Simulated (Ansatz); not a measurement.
# MgS: energy and pressure over a range of volumes

One table from this session's results is given with a row withheld; the runs are named, their logs left out.

Program: Ansatz 0.2.0. Level of theory: DFT LDA, scalar-relativistic. These are calculated values, not measurements.

## The system as given

It takes space group Fm-3m (No. 225, cubic). The conventional cell has a = 5.203 Å, b = 5.203 Å, c = 5.203 Å, α = 90.00°, β = 90.00°, γ = 90.00°. Around Mg (site symmetry m-3m) lie 6 S at 2.60 Å. Around S (site symmetry m-3m) lie 6 Mg at 2.60 Å.

Structure file:

```cif
data_structure
_symmetry_space_group_name_H-M 'P 1'
_symmetry_Int_Tables_number 1
_cell_length_a 3.6793
_cell_length_b 3.6793
_cell_length_c 3.6793
_cell_angle_alpha 60.000
_cell_angle_beta 60.000
_cell_angle_gamma 60.000
_cell_volume 35.22
loop_
_atom_site_label
_atom_site_type_symbol
_atom_site_fract_x
_atom_site_fract_y
_atom_site_fract_z
_atom_site_occupancy
Mg1 Mg 0.00000 0.00000 0.00000 1
S1 S 0.50000 0.50000 0.50000 1
```

The structure is an experimental refinement, used without relaxation.

Atoms are numbered in the order of the input: Mg1, S2.

The first run:

File input.yaml:

```yaml
crystal:
  lattice:
    - [0.0, 2.5664882573, 2.5664882573]
    - [2.5664882573, 0.0, 2.5664882573]
    - [2.5664882573, 2.5664882573, 0.0]
  atoms:
    - { symbol: Mg, position: [0.0, 0.0, 0.0] }
    - { symbol: S, position: [0.5, 0.5, 0.5] }
kpoints:
  mp_grid: { grid: [8, 8, 8] }
scf:
  occupations: { method: fermi_dirac, width: 0.01 }
hamiltonian:
  xc: lda
  pseudopotentials: { kind: all_electron, lapw: { basis_error: 0.00025 } }
output:
  forces: true
  stress: true
  eigenvalues: true
```

Launch:

```bash
> ansatz run input.yaml --threads 1 --pin off --max-ram 3072MiB --backend cpu --events-out ev --progress --plain --runs-dir out
```

Among the steps run: Volume × 0.96, LAPW; Volume × 0.96, PAW; Volume × 0.96, crystal datasets; Volume × 0.98, LAPW; Volume × 0.98, PAW; Volume × 1.02, LAPW; Volume × 1.02, PAW; Volume × 1.04, LAPW; Volume × 1.04, PAW; Volume × 1.04, crystal datasets.

One table of the session follows, with a row left open; its other results are not shown here.

It belongs to the step «Fits». 

| method | volume (Å³/atom) | pressure (GPa) | gap on the k mesh (eV) |
| --- | --- | --- | --- |
| LAPW | 16.905 | -0.15 | 2.65 |
| LAPW | 17.257 | -1.79 | 2.60 |
| LAPW | 17.609 | -3.25 | 2.56 |
| LAPW | 17.962 | ? | ? |
| LAPW | 18.314 | -5.76 | 2.48 |
| PAW | 16.905 | -0.18 | 2.64 |
| PAW | 17.257 | -1.81 | 2.60 |
| PAW | 17.609 | -3.28 | 2.56 |
| PAW | 17.962 | -4.60 | 2.52 |
| PAW | 18.314 | -5.78 | 2.48 |
| crystal datasets | 16.905 | -0.15 | 2.65 |
| crystal datasets | 17.609 | -3.25 | 2.56 |
| crystal datasets | 18.314 | -5.76 | 2.48 |

**Question.** Estimate the row for LAPW, 17.962.

The run gave: pressure (GPa): -4.57; gap on the k mesh (eV): 2.52. In the column «pressure (GPa)» it lies between PAW, 17.962 (-4.60) and PAW, 17.609 (-3.28).

To keep in mind: Warnings in the runs' records: crystal datasets made.
